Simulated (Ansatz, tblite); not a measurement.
# [In(OH)4]- (InH₄O₄−): which spin state is lowest

Is the singlet the ground state of [In(OH)4]- (InH₄O₄−)? Other spin states are computed and compared level by level.

Computed with Ansatz 0.2.0, Gaussian basis. Level: as each input shows.

The runs, in order: triplet, at the geometry of the singlet (GFN1-xTB, GFN2-xTB, PBE0-D4/def2-TZVPD, PBE-D4/def2-TZVPD, r2SCAN-D4/def2-TZVPD); the singlet's energies come from earlier runs.

1 further run of the same task is left out (set aside as unsound or not needed). Runs told in other sessions of the task aren't counted.

**1. The relaxed structure**

The singlet was relaxed beforehand with PBE0-D4/def2-SVPD.

9 atoms, charge -1, spin multiplicity 1.

Bond lengths: In1–O2 2.071 Å, In1–O4 2.071 Å, In1–O6 2.071 Å, In1–O8 2.071 Å, O2–H3 0.961 Å, O4–H5 0.961 Å, O6–H7 0.961 Å, O8–H9 0.961 Å. Angles: O2–In1–O4 105.6°, O2–In1–O6 105.7°, O2–In1–O8 117.4°, O4–In1–O6 117.5°, O4–In1–O8 105.7°, O6–In1–O8 105.6°, In1–O2–H3 107.8°, In1–O4–H5 107.7°, In1–O6–H7 107.7°, In1–O8–H9 107.8°.

Geometry (Å):

```xyz
9
charge -1, multiplicity 1
In    0.0005    0.0008   -0.0006
O    -0.0187    0.1568    2.0648
H    -0.6511    0.8408    2.3021
O     1.9995   -0.1080   -0.5322
H     2.5217    0.0937    0.2492
O    -1.0858    1.6223   -0.6945
H    -1.6772    1.3057   -1.3828
O    -0.8936   -1.6686   -0.8401
H    -0.1954   -2.2434   -1.1659
```

In takes a core potential in the def2 sets. No spin-orbit coupling is included. The ion is computed in the gas phase, without counter-ions or solvent.

**2. Triplet at the fixed geometry, GFN1-xTB**

Tight binding, by tblite at 300 K electronic temperature and without a spin-polarisation term:

```python
tblite.interface.Calculator('GFN1-xTB', numbers, positions, charge=-1, uhf=2).singlepoint()
```

Energy -613.0678 eV; 0.006 s.

**3. Triplet at the fixed geometry, GFN2-xTB**

Tight binding, by tblite at 300 K electronic temperature and without a spin-polarisation term:

```python
tblite.interface.Calculator('GFN2-xTB', numbers, positions, charge=-1, uhf=2).singlepoint()
```

Energy -534.6721 eV; 0.005 s.

**4. Triplet at the fixed geometry, PBE0-D4/def2-TZVPD**

in.yaml

```yaml
crystal:
  periodic: [false, false, false]
  atoms:
    - {symbol: In, position_ang: [0.000477, 0.000814, -0.000645]}
    - {symbol: O, position_ang: [-0.018686, 0.156812, 2.064848]}
    - {symbol: H, position_ang: [-0.651069, 0.840776, 2.302073]}
    - {symbol: O, position_ang: [1.999539, -0.107984, -0.532194]}
    - {symbol: H, position_ang: [2.521724, 0.093684, 0.249159]}
    - {symbol: O, position_ang: [-1.085829, 1.622282, -0.694454]}
    - {symbol: H, position_ang: [-1.677248, 1.305652, -1.382794]}
    - {symbol: O, position_ang: [-0.893557, -1.668618, -0.840107]}
    - {symbol: H, position_ang: [-0.195351, -2.243418, -1.165865]}
basis:
  gaussian: {orbitals: def2-TZVPD}
total_charge: -1
magnetization: {spin_polarized: true, initial_magnetization: 2}
hamiltonian: {xc: pbe0, dispersion: d4}
scf: {omitted_lower_state_checks: [starts]}
output: {orbitals: {seedname: orbitals}}
```

Run with:

```bash
ansatz run in.yaml --threads 4 --pin off --events-out ev --progress --plain --max-ram 3916MiB
```

Standard output:

```text
Functional definition: PBE0
  name "PBE0"
  cite "Adamo & Barone, J. Chem. Phys. 110, 6158 (1999) doi:10.1063/1.478522"
  cite "Perdew, Burke & Ernzerhof, Phys. Rev. Lett. 77, 3865 (1996) doi:10.1103/PhysRevLett.77.3865"
  parent pbe
  parameter a = 0.25
  parameter kappa = 0.804
  parameter beta = 0.06672455060314922
  exchange = (1 - a)*pbe_x(kappa = kappa, mu = beta*pi^2/3) + a*exact_x
  correlation = pbe_c(beta = beta)
these checks for a lower state are left out or cut short: starts
1453 factors; their error is unknown
mean field evaluation 1: about -13414.8219 eV, gradient 4.4e1 eV
mean field evaluation 2: about -13400.3444 eV, gradient 7.8e1 eV
mean field evaluation 4: about -13421.4167 eV, gradient 2.3e0 eV
mean field evaluation 8: about -13421.4939 eV, gradient 2.8e-1 eV
mean field evaluation 16: about -13421.4941 eV, gradient 4.6e-3 eV
mean field evaluation 32: about -13421.4941 eV, gradient 2.0e-5 eV
mean field -13421.49411394 eV, -493.2308112720 hartree, gradient 8.4e-6 eV, S^2 2.013930; 0 other end points of the search recorded, 0 dependent functions left out
reference -13421.49415878 eV, -493.2308129197 hartree; 30, 28 occupied and 222, 224 virtual orbitals, 1453 factors
Total energy: -13421.63897238 eV, -493.2361347212 hartree
Checks for a lower state left out: starts
```

Wall time 29 s (4 threads of Arm Neoverse V1, shared host); peak memory 1.3 GiB.

HOMO 1.00 eV, LUMO -2.17 eV (over both spins; with the spin held, an empty level of the minority spin lies below the top filled one); ⟨S²⟩ 2.014 (pure: 2.00). Doubts: highest occupied level lies above zero.

**5. Triplet at the fixed geometry, PBE-D4/def2-TZVPD**

start.molden holds the orbitals of an earlier run on this state, given as this run's starting guess.

in.yaml, as its differences from that of step 4:

```diff
@@ -13,6 +13,6 @@
 basis:
-  gaussian: {orbitals: def2-TZVPD}
+  gaussian: {orbitals: def2-TZVPD, initial_orbitals: start.molden}
 total_charge: -1
 magnetization: {spin_polarized: true, initial_magnetization: 2}
-hamiltonian: {xc: pbe0, dispersion: d4}
+hamiltonian: {xc: pbe, dispersion: d4}
 scf: {omitted_lower_state_checks: [starts]}
```

Launched as before.

Standard output:

```text
Functional definition: PBE
  name "PBE"
  cite "Perdew, Burke & Ernzerhof, Phys. Rev. Lett. 77, 3865 (1996) doi:10.1103/PhysRevLett.77.3865"
  parent pbe
  parameter kappa = 0.804
  parameter beta = 0.06672455060314922
  exchange = pbe_x(kappa = kappa, mu = beta*pi^2/3)
  correlation = pbe_c(beta = beta)
these checks for a lower state are left out or cut short: starts
1371 factors; their error is unknown
mean field evaluation 1: about -13422.5979 eV, gradient 7.7e0 eV
mean field evaluation 2: about -13422.7753 eV, gradient 2.3e-1 eV
mean field evaluation 4: about -13422.7623 eV, gradient 2.7e-2 eV
mean field evaluation 8: about -13422.7623 eV, gradient 1.5e-5 eV
mean field -13422.76229857 eV, -493.2774161973 hartree, gradient 1.5e-5 eV, S^2 2.002957; 0 other end points of the search recorded, 0 dependent functions left out
reference -13422.76235872 eV, -493.2774184079 hartree; 30, 28 occupied and 222, 224 virtual orbitals, 1371 factors
Total energy: -13422.93103177 eV, -493.2836170282 hartree
Checks for a lower state left out: starts
```

Run time: 7 s. Hardware: 4 threads of Arm Neoverse V1, shared host.

From the report: HOMO 1.36 eV, LUMO -2.46 eV (over both spins; with the spin held, an empty level of the minority spin lies below the top filled one); ⟨S²⟩ 2.003 (pure: 2.00). Doubts: highest occupied level lies above zero.

**6. Triplet at the fixed geometry, r2SCAN-D4/def2-TZVPD**

in.yaml, as its differences from that of step 5:

```diff
@@ -16,3 +16,3 @@
 magnetization: {spin_polarized: true, initial_magnetization: 2}
-hamiltonian: {xc: pbe, dispersion: d4}
+hamiltonian: {xc: r2scan, dispersion: d4}
 scf: {omitted_lower_state_checks: [starts]}
```

Same command.

Standard output (excerpt; [...] marks lines left out):

```text
Functional definition: r2SCAN
  name "r2SCAN"
  cite "Furness, Kaplan, Ning, Perdew & Sun, J. Phys. Chem. Lett. 11, 8208 (2020) doi:10.1021/acs.jpclett.0c02405"
  cite "Furness, Kaplan, Ning, Perdew & Sun, J. Phys. Chem. Lett. 11, 9248 (2020) doi:10.1021/acs.jpclett.0c03077"
  parent r2scan
[...]
1371 factors; their error is unknown
[...]
mean field -13428.81330415 eV, -493.4997865511 hartree, gradient 6.6e-6 eV, S^2 2.007177; 0 other end points of the search recorded, 0 dependent functions left out
reference -13428.81334942 eV, -493.4997882145 hartree; 30, 28 occupied and 222, 224 virtual orbitals, 1371 factors
Total energy: -13428.85626213 eV, -493.5013652275 hartree
Checks for a lower state left out: starts
```

It took 18 s on 4 threads of Arm Neoverse V1, shared host.

HOMO 1.39 eV, LUMO -2.58 eV (over both spins; with the spin held, an empty level of the minority spin lies below the top filled one); ⟨S²⟩ 2.007 (pure: 2.00). Doubts: highest occupied level lies above zero.

**7. Triplet less singlet, vertical**

The singlet's energies are those of its earlier runs, whose logs aren't repeated here.

```csv
level,"triplet less singlet, vertical (kJ/mol)",time
GFN1-xTB,+496.0,0.011 s
GFN2-xTB,+421.7,0.008 s
PBE-D4/def2-TZVPD,+368.4,10 s
r2SCAN-D4/def2-TZVPD,+406.8,23 s
PBE0-D4/def2-TZVPD,+449.0,36 s
```

Times add the two runs; a level without a time comes out of a correlated run. Tight binding without a spin term can't rank spin states.

**8. Summary of results**

| quantity | value |
| --- | --- |
| triplet less singlet, vertical, functionals in def2-TZVPD | +368.4 (PBE-D4) to +449.0 kJ/mol (PBE0-D4) |

What this shows: All functionals put the triplet above the singlet, over a spread of 80.5 kJ/mol. The checks for a lower triplet were left out, so another state of that spin may lie lower. These are electronic energies, without zero-point motion, entropy or surroundings.

The anion's highest level is positive in at least one run, so there the basis alone may hold the extra electron.
